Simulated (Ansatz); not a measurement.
# Sn2TeSe: the cell at several levels of theory, part 2 of 2

The system is Sn2TeSe, ordered on the rocksalt lattice (R-3m) with 4 atoms a cell, a generated structure that needn't be the ground state.

Ansatz 0.2.0, plane waves. Earlier steps stand in the parts before.

**3. Relaxation with r2SCAN**

It starts from the cell of step 2.

input.yaml

```yaml
crystal:
  lattice:
    - [2.2039608861, 1.2724574108, 7.1748514545]
    - [-2.2039608861, 1.2724574108, 7.1748514545]
    - [0.0, -2.5449148217, 7.1748514545]
  atoms:
    - { symbol: Se, position: [1.0, 0.0, 0.0] }
    - { symbol: Te, position: [0.5, 0.5, 0.5] }
    - { symbol: Sn, position: [0.2555815872, 0.2555815872, 0.2555815872] }
    - { symbol: Sn, position: [0.7444184128, 0.7444184128, 0.7444184128] }
kpoints:
  mp_grid: { grid: [6, 6, 6] }
hamiltonian:
  xc: r2scan
scf:
  occupations: { method: fermi_dirac, width: 0.02 }
relax:
  f_tol: 0.005
  cell: {}
```

Standard output:

```text
Warning: RAYON_NUM_THREADS=2 ignored (pool sized by the plan → 2); use --threads N
basis.fft_grid_basis auto: the FFT boxes are laid along the combinations [[1, 0, -1], [0, 1, -1], [0, 0, 1]] of the cell's own vectors, 4.408, 4.408 and 7.613 Å long. The dense box has 36×36×60 points. Along the cell's own vectors, as sized, it would have 60×60×60, 2.78 times as many. Of the 12 symmetry operations that the crystal satisfies within crystal.symmetry.tolerance (time reversal apart; of a slab, those that keep its plane) the dense box along the cell's own vectors carries 12, and the one as laid loses 8 of those. basis.fft_grid_basis: typed keeps the cell's own vectors: state it where this run's energies or levels are differenced outside the engine with another run's, or held beside a run that keeps those vectors.
Engine: ansatz 0.2.0, x86_64-unknown-linux-gnu
Pseudopotentials: kind: paw
Pseudopotential: Se, paw, valence charge 16, recommended cutoff 500 eV (meta_gga), Se.paw.azcp
Pseudopotential: Te, paw, valence charge 16, recommended cutoff 500 eV (meta_gga), Te.paw.azcp
Pseudopotential: Sn, paw, valence charge 14, recommended cutoff 500 eV (meta_gga), Sn.paw.azcp
Functional definition: r2SCAN
  parameter k0 = 0.174
  parameter k1 = 0.065
  parameter a1 = 4.9479
  exchange = r2scan_x(k0 = k0, k1 = k1, a1 = a1)
  correlation = r2scan_c
Crystal: 4 atoms, lattice volume = 120.729 Å³
Basis set: ecut = 500 eV, 3009 PW (Γ), FFT grids on a1−a3, a2−a3, a3, exchange–correlation on 144×144×240 points (64 copies of the dense FFT grid, shifted against one another)
Bands: 36, of which v1, the nominal top of the filled ones, is band 30 counted from 1 (29 counted from 0)
Symmetry: 12 space group operations
Space group: R-3m (ITA 166), of the structure as read, at distance tolerance 4.9e-5 Å
k-points: 32 of 216
Non-local potential: Se, projectors of the file, l = 0: 2, l = 1: 2, l = 2: 3, l = 3: 1
Non-local potential: Te, projectors of the file, l = 0: 2, l = 1: 2, l = 2: 2, l = 3: 2
Non-local potential: Sn, projectors of the file, l = 0: 2, l = 1: 2, l = 2: 2, l = 3: 2
PAW form: soft (Blöchl's): semilocal exchange-correlation on the pseudo side does not see the compensation charge
PAW frozen core: Se, regenerated for the run's functional (the file was generated under x = pbe(κ = 0.804, μ = 0.2195149727645171), c = pbe(β = 0.06672455060314922))
PAW frozen core: Te, regenerated for the run's functional (the file was generated under x = pbe(κ = 0.804, μ = 0.2195149727645171), c = pbe(β = 0.06672455060314922))
PAW frozen core: Sn, regenerated for the run's functional (the file was generated under x = pbe(κ = 0.804, μ = 0.2195149727645171), c = pbe(β = 0.06672455060314922))
PAW one-centre angular grid: Se, 590 points (default); XC on 160 Gauss nodes
PAW one-centre angular grid: Te, 590 points (default); XC on 160 Gauss nodes
PAW one-centre angular grid: Sn, 590 points (default); XC on 249 of its mesh's 2787 points in the sphere
Initial density: superposition of atomic densities (neutral atoms: chi_scale 0, normalization atom), corrected by the library's trained network
Initial wavefunctions: pseudopotential atomic-orbital guess
Functional: x = r2scan, c = r2scan; τ floored in thin density (d = 2e-4 eV/Å³)
SCF iter   1: F=—  HF=-24551.529008 eV  |F-HF|=—  |Δ(HF+E_count)|=         —  Δρ=4.32e-3  dr2=3.13e-2  dr2_τ=2.57e-3  ethr=1.77e-3  ⟨swp⟩=8.8  Hψ=5198  notcnv=0
preconditioner: auto → Resta (q_TF=auto, 2.428 Å⁻¹)  ε∞=4.1  [insulator: Δε(μ)=0.080 eV  Ē_g=8.637 eV  σ=0.020 eV  W_gap=0.60  n_scr=28 (ndim 8)  ℏωp=15.1 eV  f_vac=0.013  D(μ)=0.42/eV (n_scr^D=0)  ε∞_Penn≈4.1]
SCF iter   2: F=—  HF=-24551.539256 eV  |F-HF|=—  |Δ(HF+E_count)|=   1.02e-2  Δρ=1.88e-3  dr2=4.66e-3  dr2_τ=1.96e-4  ethr=5.22e-5  ⟨swp⟩=2.9  Hψ=2608  notcnv=0  defer=41
SCF iter   3: F=—  HF=-24551.539175 eV  |F-HF|=—  |Δ(HF+E_count)|=   8.08e-5  Δρ=8.36e-4  dr2=8.43e-4  dr2_τ=1.61e-5  ethr=7.76e-6  ⟨swp⟩=2.2  Hψ=1622  notcnv=0  defer=41
SCF iter   4: F=—  HF=-24551.539280 eV  |F-HF|=—  |Δ(HF+E_count)|=   1.04e-4  Δρ=1.72e-4  dr2=2.71e-5  dr2_τ=8.09e-7  ethr=1.40e-6  ⟨swp⟩=2.0  Hψ=1414  notcnv=0  defer=41
SCF iter   5: F=—  HF=-24551.539297 eV  |F-HF|=—  |Δ(HF+E_count)|=   1.69e-5  Δρ=5.48e-5  dr2=3.42e-6  dr2_τ=8.06e-8  ethr=4.52e-8  ⟨swp⟩=2.0  Hψ=2073  notcnv=0  defer=41
SCF iter   6: F=—  HF=-24551.539298 eV  |F-HF|=—  |Δ(HF+E_count)|=   1.59e-6  Δρ=1.17e-5  dr2=1.86e-7  dr2_τ=1.22e-8  ethr=5.69e-9  ⟨swp⟩=2.0  Hψ=2073  notcnv=0  defer=41
SCF iter   7: F=-24551.539298 eV  HF=-24551.539298 eV  |F-HF|=1.94e-9  |Δ(HF+E_count)|=   1.07e-7  Δρ=3.92e-6  dr2=2.10e-8  dr2_τ=3.66e-10  ethr=1.67e-10  ⟨swp⟩=5.0  Hψ=4067  notcnv=0
SCF 1 converged in 7 iterations: F = -24551.539298 eV  dr2 = 2.10e-8
relax step   1: F+E_penalty+E_count = -24551.53929834 eV  Δ(F+E_penalty+E_count) = +0.000e0 eV  max|allowed force component| = 1.262e-2 eV/Å  Δτ_max = 0.0000 Å  P = -0.857 GPa  Ω = 120.729 Å³  (7 SCF iters, dr2 threshold 1.00e-7 eV, accepted)
Crystal: 4 atoms, lattice volume = 117.653 Å³
Basis set: ecut = 500 eV, 2935 PW (Γ), FFT grids on a1−a3, a2−a3, a3, exchange–correlation on 144×144×240 points (64 copies of the dense FFT grid, shifted against one another)
Initial density: handed on by an earlier stage of this run
Initial wavefunctions: those handed on with the density
iter 1 solved again at ethr=9.55e-6 eV; its pass at ethr=3.10e-3 eV (dr2=5.73e-3 eV) is discarded
SCF iter   1: F=—  HF=-24551.528284 eV  |F-HF|=—  |Δ(HF+E_count)|=         —  Δρ=1.34e-3  dr2=5.58e-3  dr2_τ=4.92e-3  ethr=9.55e-6  ⟨swp⟩=2.0  Hψ=5932  notcnv=0
automatic band count: iteration 1 solves 35 bands in place of 36: the levels show a gap, and the empty bands left out lie too high to hold charge; the band table lists the bands solved (type scf.n_extra_bands for more)
preconditioner: auto → Resta (q_TF=auto, 2.439 Å⁻¹)  ε∞=4.3  [insulator: Δε(μ)=0.131 eV  Ē_g=8.404 eV  σ=0.020 eV  W_gap=0.91  n_scr=28 (ndim 8)  ℏωp=15.3 eV  f_vac=0.011  D(μ)=0.07/eV (n_scr^D=0)  ε∞_Penn≈4.3]
SCF iter   2: F=—  HF=-24551.544649 eV  |F-HF|=—  |Δ(HF+E_count)|=   1.64e-2  Δρ=3.72e-4  dr2=2.27e-4  dr2_τ=4.33e-5  ethr=9.30e-6  ⟨swp⟩=3.1  Hψ=1807  notcnv=0
SCF iter   3: F=—  HF=-24551.544620 eV  |F-HF|=—  |Δ(HF+E_count)|=   2.83e-5  Δρ=2.42e-4  dr2=1.06e-4  dr2_τ=7.29e-7  ethr=3.78e-7  ⟨swp⟩=2.0  Hψ=2031  notcnv=0
SCF iter   4: F=—  HF=-24551.544624 eV  |F-HF|=—  |Δ(HF+E_count)|=   3.35e-6  Δρ=7.58e-5  dr2=1.29e-5  dr2_τ=1.49e-7  ethr=1.76e-7  ⟨swp⟩=1.9  Hψ=1563  notcnv=0
SCF iter   5: F=—  HF=-24551.544623 eV  |F-HF|=—  |Δ(HF+E_count)|=   6.54e-7  Δρ=2.08e-5  dr2=4.50e-7  dr2_τ=6.84e-9  ethr=2.14e-8  ⟨swp⟩=2.0  Hψ=2080  notcnv=0
SCF iter   6: F=-24551.544623 eV  HF=-24551.544623 eV  |F-HF|=1.31e-8  |Δ(HF+E_count)|=   1.43e-7  Δρ=5.28e-6  dr2=4.29e-8  dr2_τ=8.50e-10  ethr=6.67e-10  ⟨swp⟩=4.5  Hψ=3814  notcnv=0
SCF 2 converged in 6 iterations: F = -24551.544623 eV  dr2 = 4.29e-8
relax step   2: F+E_penalty+E_count = -24551.54462313 eV  Δ(F+E_penalty+E_count) = -5.325e-3 eV  max|allowed force component| = 2.166e-2 eV/Å  Δτ_max = 0.0039 Å  P = +0.349 GPa  Ω = 117.653 Å³  energy of the carried Pulay correction = +1.669e-4 eV  (6 SCF iters, dr2 threshold 4.00e-7 eV, accepted)
Crystal: 4 atoms, lattice volume = 118.512 Å³
Basis set: ecut = 500 eV, 2959 PW (Γ), FFT grids on a1−a3, a2−a3, a3, exchange–correlation on 144×144×240 points (64 copies of the dense FFT grid, shifted against one another)
iter 1 solved again at ethr=1.08e-6 eV; its pass at ethr=3.10e-3 eV (dr2=6.47e-4 eV) is discarded
SCF iter   1: F=—  HF=-24551.543803 eV  |F-HF|=—  |Δ(HF+E_count)|=         —  Δρ=4.24e-4  dr2=5.26e-4  dr2_τ=6.79e-4  ethr=1.08e-6  ⟨swp⟩=2.4  Hψ=5639  notcnv=0
automatic band count: iteration 1 solves 35 bands in place of 36: the levels show a gap, and the empty bands left out lie too high to hold charge; the band table lists the bands solved (type scf.n_extra_bands for more)
preconditioner: auto → Resta (q_TF=auto, 2.436 Å⁻¹)  ε∞=4.3  [insulator: Δε(μ)=0.067 eV  Ē_g=8.371 eV  σ=0.020 eV  W_gap=0.65  n_scr=28 (ndim 8)  ℏωp=15.3 eV  f_vac=0.015  D(μ)=0.22/eV (n_scr^D=0)  ε∞_Penn≈4.3]
SCF iter   2: F=—  HF=-24551.545549 eV  |F-HF|=—  |Δ(HF+E_count)|=   1.75e-3  Δρ=1.20e-4  dr2=3.11e-5  dr2_τ=3.99e-6  ethr=8.77e-7  ⟨swp⟩=2.3  Hψ=1819  notcnv=0
SCF iter   3: F=—  HF=-24551.545551 eV  |F-HF|=—  |Δ(HF+E_count)|=   1.69e-6  Δρ=7.79e-5  dr2=1.12e-5  dr2_τ=7.13e-8  ethr=5.18e-8  ⟨swp⟩=2.0  Hψ=2074  notcnv=0
SCF iter   4: F=—  HF=-24551.545552 eV  |F-HF|=—  |Δ(HF+E_count)|=   6.67e-7  Δρ=2.18e-5  dr2=1.07e-6  dr2_τ=2.22e-8  ethr=1.87e-8  ⟨swp⟩=2.0  Hψ=1399  notcnv=0
SCF iter   5: F=-24551.545552 eV  HF=-24551.545552 eV  |F-HF|=7.77e-9  |Δ(HF+E_count)|=   1.31e-7  Δρ=8.48e-6  dr2=1.00e-7  dr2_τ=3.51e-9  ethr=5.62e-10  ⟨swp⟩=5.0  Hψ=4181  notcnv=0
SCF 3 converged in 5 iterations: F = -24551.545552 eV  dr2 = 1.00e-7
relax step   3: F+E_penalty+E_count = -24551.54555157 eV  Δ(F+E_penalty+E_count) = -9.284e-4 eV  max|allowed force component| = 5.582e-3 eV/Å  Δτ_max = 0.0037 Å  P = -0.012 GPa  Ω = 118.512 Å³  energy of the carried Pulay correction = +1.199e-4 eV  (5 SCF iters, dr2 threshold 3.37e-7 eV, accepted)
Crystal: 4 atoms, lattice volume = 118.491 Å³
iter 1 solved again at ethr=5.50e-9 eV; its pass at ethr=3.10e-3 eV (dr2=3.30e-6 eV) is discarded
SCF iter   1: F=—  HF=-24551.545526 eV  |F-HF|=—  |Δ(HF+E_count)|=         —  Δρ=4.36e-5  dr2=3.22e-6  dr2_τ=2.32e-5  ethr=5.50e-9  ⟨swp⟩=2.7  Hψ=5557  notcnv=0
automatic band count: iteration 1 solves 35 bands in place of 36: the levels show a gap, and the empty bands left out lie too high to hold charge; the band table lists the bands solved (type scf.n_extra_bands for more)
preconditioner: auto → Resta (q_TF=auto, 2.436 Å⁻¹)  ε∞=4.3  [insulator: Δε(μ)=0.079 eV  Ē_g=8.371 eV  σ=0.020 eV  W_gap=0.73  n_scr=28 (ndim 8)  ℏωp=15.3 eV  f_vac=0.014  D(μ)=0.18/eV (n_scr^D=0)  ε∞_Penn≈4.3]
SCF iter   2: F=—  HF=-24551.545560 eV  |F-HF|=—  |Δ(HF+E_count)|=   3.36e-5  Δρ=1.98e-5  dr2=2.27e-6  dr2_τ=1.60e-8  ethr=5.37e-9  ⟨swp⟩=2.9  Hψ=1852  notcnv=0
SCF iter   3: F=—  HF=-24551.545559 eV  |F-HF|=—  |Δ(HF+E_count)|=   2.95e-7  Δρ=1.31e-5  dr2=5.95e-7  dr2_τ=4.30e-9  ethr=3.79e-9  ⟨swp⟩=2.0  Hψ=1172  notcnv=0
SCF iter   4: F=—  HF=-24551.545559 eV  |F-HF|=—  |Δ(HF+E_count)|=   1.20e-8  Δρ=3.53e-6  dr2=3.44e-8  dr2_τ=8.09e-10  ethr=9.92e-10  ⟨swp⟩=2.0  Hψ=1407  notcnv=0
SCF iter   5: F=—  HF=-24551.545559 eV  |F-HF|=—  |Δ(HF+E_count)|=   6.67e-9  Δρ=1.26e-6  dr2=2.96e-9  dr2_τ=1.09e-10  ethr=5.74e-11  ⟨swp⟩=2.0  Hψ=2081  notcnv=0
SCF iter   6: F=-24551.545559 eV  HF=-24551.545559 eV  |F-HF|=7.28e-12  |Δ(HF+E_count)|=  3.27e-10  Δρ=4.96e-7  dr2=3.08e-10  dr2_τ=9.53e-12  ethr=3.25e-12  ⟨swp⟩=5.0  Hψ=4329  notcnv=0
SCF 4 converged in 6 iterations: F = -24551.545559 eV  dr2 = 3.08e-10
relax step   4: F+E_penalty+E_count = -24551.54555941 eV  Δ(F+E_penalty+E_count) = -7.843e-6 eV  max|allowed force component| = 2.062e-3 eV/Å  Δτ_max = 0.0010 Å  P = -0.003 GPa  Ω = 118.491 Å³  energy of the carried Pulay correction = +1.210e-4 eV  (6 SCF iters, dr2 threshold 1.95e-9 eV, accepted)
Basis set: ecut = 500 eV, 2959 PW (Γ), FFT grids on a1−a3, a2−a3, a3, exchange–correlation on 128×128×240 points (64 copies of the dense FFT grid, shifted against one another)
Initial wavefunctions: pseudopotential atomic-orbital guess (no wavefunctions were taken with the density)
iter 1 solved again at ethr=2.19e-7 eV; its pass at ethr=3.10e-3 eV (dr2=1.32e-4 eV) is discarded
SCF iter   1: F=—  HF=-24551.545444 eV  |F-HF|=—  |Δ(HF+E_count)|=         —  Δρ=7.21e-6  dr2=7.79e-9  dr2_τ=5.57e-8  ethr=2.19e-7  ⟨swp⟩=3.1  Hψ=8188  notcnv=0
eigensolver tolerance schedule: the retry pair's looser diagonalisation over-reported the residual by 16877.99 of it (diagonalisation noise at an unbounded share of the residual, at the tolerance the schedule requests for it); recorded, not acted on — ethr = c·dr2/N_el stays at c = 1.0e-1
preconditioner: auto → Resta (q_TF=auto, 2.436 Å⁻¹)  ε∞=4.1  [insulator: Δε(μ)=0.078 eV  Ē_g=8.704 eV  σ=0.020 eV  W_gap=0.73  n_scr=28 (ndim 8)  ℏωp=15.3 eV  f_vac=0.014  D(μ)=0.18/eV (n_scr^D=0)  ε∞_Penn≈4.1]
SCF iter   2: F=—  HF=-24551.545444 eV  |F-HF|=—  |Δ(HF+E_count)|=   5.15e-8  Δρ=3.92e-6  dr2=2.76e-9  dr2_τ=1.18e-9  ethr=1.30e-11  ⟨swp⟩=3.7  Hψ=3061  notcnv=0
SCF iter   3: F=—  HF=-24551.545444 eV  |F-HF|=—  |Δ(HF+E_count)|=   1.21e-8  Δρ=5.89e-7  dr2=3.57e-10  dr2_τ=6.97e-11  ethr=4.60e-12  ⟨swp⟩=2.0  Hψ=2112  notcnv=0
SCF iter   4: F=-24551.545444 eV  HF=-24551.545444 eV  |F-HF|=1.09e-11  |Δ(HF+E_count)|=  1.35e-10  Δρ=1.92e-7  dr2=2.49e-11  dr2_τ=2.98e-12  ethr=1.00e-12  ⟨swp⟩=3.6  Hψ=4720  notcnv=0
SCF 5 converged in 4 iterations: F = -24551.545444 eV  dr2 = 2.49e-11
relax step   5: F+E_penalty+E_count = -24551.54544358 eV  Δ(F+E_penalty+E_count) = +1.158e-4 eV  max|allowed force component| = 2.061e-3 eV/Å  Δτ_max = 0.0000 Å  P = -0.004 GPa  Ω = 118.491 Å³  stress off target by 6.08e-3 GPa  SCF on the basis re-selected at this cell (its energy is not comparable with the rows above)  (4 SCF iters)
basis re-selected at this cell: Δ(F+E_penalty+E_count) = +1.158e-4 eV, ΔP = -0.001 GPa vs the last step (what re-selecting the basis moved, of the pressure what is left beyond the Pulay correction that the steps carried, after the strain that the cell walked since its last selection, with what the two solves' SCF thresholds leave and, on support functions, any second-order correction that the steps lacked; it is no measure of the basis error at this ecutwfc). The dense FFT grid was sized anew with the basis: this SCF ran on 32×32×60 points, the steps before it on 36×36×60, so part of this shift can come from that change (see relax.cell in the input reference). This SCF's stress stands 6.08e-3 GPa from its target on what of the cell is left free (relax.cell.stress_tol is 5.00e-2 GPa) and its largest allowed force component is 2.06e-3 eV/Å (relax.f_tol is 5.00e-3 eV/Å): within both
SCF converged after 4 iterations
Free energy (F): -24551.545444 eV
Harris-Foulkes:  -24551.545444 eV  (|F-HF|=1.09e-11)
Internal energy: -24551.545170 eV  (E = F + TS)
E sigma→0 (E₀):  -24551.545307 eV
Entropy (-TS):   -0.000273 eV (-0.068 meV/atom)
Fermi energy:    9.453980 eV
--- Per-component energies (eV) ---
  E_band       = -882.676186
  E_kinetic    = 667.854998
  E_local      = -5549.780610  (includes V_loc(G=0)·N_el)
  E_nonlocal   = -972.216408
  E_hartree    = 3137.148373
  E_xc         = -964.634533
  E_vxc        = -427.738340  (∫ρ·V_xc dr)
  E_paw        = -14922.414257  (= ΣΔE_a)
  E_vpaw       = -900.236543  (= ΣTr[D̂ρ^β])
  E_aug_tail   = -0.000247  (compensation charges beyond the density's cutoff)
  E_vtau       = 25.144095  (kinetic-family band-sum trace: ∫τ·v_τ [+ j·A + Jᵃ·Aᵃ] dr)
  E_ewald      = -5947.493210
  E_core_change = -0.009275  (= ΣΔE_core)
  E_smearing   = -0.000273  (= −TS)
  E_closure    = 0.000000  (closes the sum)
  Σ components = -24551.545444   (vs F -24551.545444, Δ=0.00e0)
--- Forces (eV/Å), atoms counted from 1 ---
  atom   1  Se     0.00000000     0.00000000    -0.00000000
  atom   2  Te     0.00000000     0.00000000    -0.00000000
  atom   3  Sn     0.00000000    -0.00000000     0.00206070
  atom   4  Sn     0.00000000     0.00000000    -0.00206070
  max |Σ_I F_I| component: 4.63e-18 eV/Å
--- Stress (GPa, compression-positive) ---
       -0.003573       0.000000      -0.000000
        0.000000      -0.003573       0.000000
       -0.000000       0.000000      -0.006075
  P = ⅓ Tr σ = -0.0044 GPa (-0.044 kbar)
--- Relaxed structure (4 steps of the walk, 4 accepted, 1 SCFs on fresh bases) ---
  F+E_penalty+E_count = -24551.54544358 eV   max|allowed force component| = 2.061e-3 eV/Å   (the final SCF, on the basis selected at the relaxed cell)
  cell:  # Å, volume = 118.4911 Å³
    - [2.191187127180009, 1.2650824777056722, 7.124202260598671]
    - [-2.191187127180009, 1.2650824777056722, 7.124202260598671]
    - [-6.759465358749745e-35, -2.5301649554609913, 7.124202260589855]
  atoms:
    - { symbol: Se, position: [1.0, 5.551115123125783e-17, 0.0] }
    - { symbol: Te, position: [0.5000000000000001, 0.5000000000000001, 0.4999999999999999] }
    - { symbol: Sn, position: [0.2555289085971887, 0.2555289085971887, 0.2555289085971887] }
    - { symbol: Sn, position: [0.7444710914028115, 0.7444710914028115, 0.7444710914028114] }
```

Wall time 1.9 min (2 threads of an x86-64 CPU, shared host); peak memory 0.86 GiB.

Step by step:

```
step  energy change (meV/atom)  largest force (eV/Å)  pressure (GPa)  volume (Å³/atom)
   1                       0.0                0.0126           -0.86            30.182
   2                      -1.3                0.0217            0.35            29.413
   3                      -1.6                0.0056           -0.01            29.628
   4                      -1.6                0.0021            0.00            29.623
   5                      -1.5                0.0021            0.00            29.623
```

The table lists every geometry solved, with passes on a fresh basis, whose energies don't compare exactly with the rows above.

|  | before | after | change |
| --- | --- | --- | --- |
| a (Å) | 4.408 | 4.382 | -0.58 % |
| c (Å) | 21.525 | 21.373 | -0.71 % |
| volume (Å³/atom) | 30.182 | 29.623 | -1.85 % |
| shortest distance (Å) | 3.046 | 3.028 | -0.60 % |
| space group | R-3m | R-3m | same |

**4. All levels compared**

What follows sums up all 2 parts.

```
 level  a (Å)   c (Å)  volume (Å³/atom)  space group  SCF geometries
   PBE  4.408  21.525            30.182         R-3m               8
r2SCAN  4.382  21.373            29.623         R-3m               5
```

The first relaxation changed the volume by +32.8 % from the start. The volume runs from r2SCAN (least) to PBE (most), a spread of 1.9 %, or 0.6 % in length if all axes shared it alike.
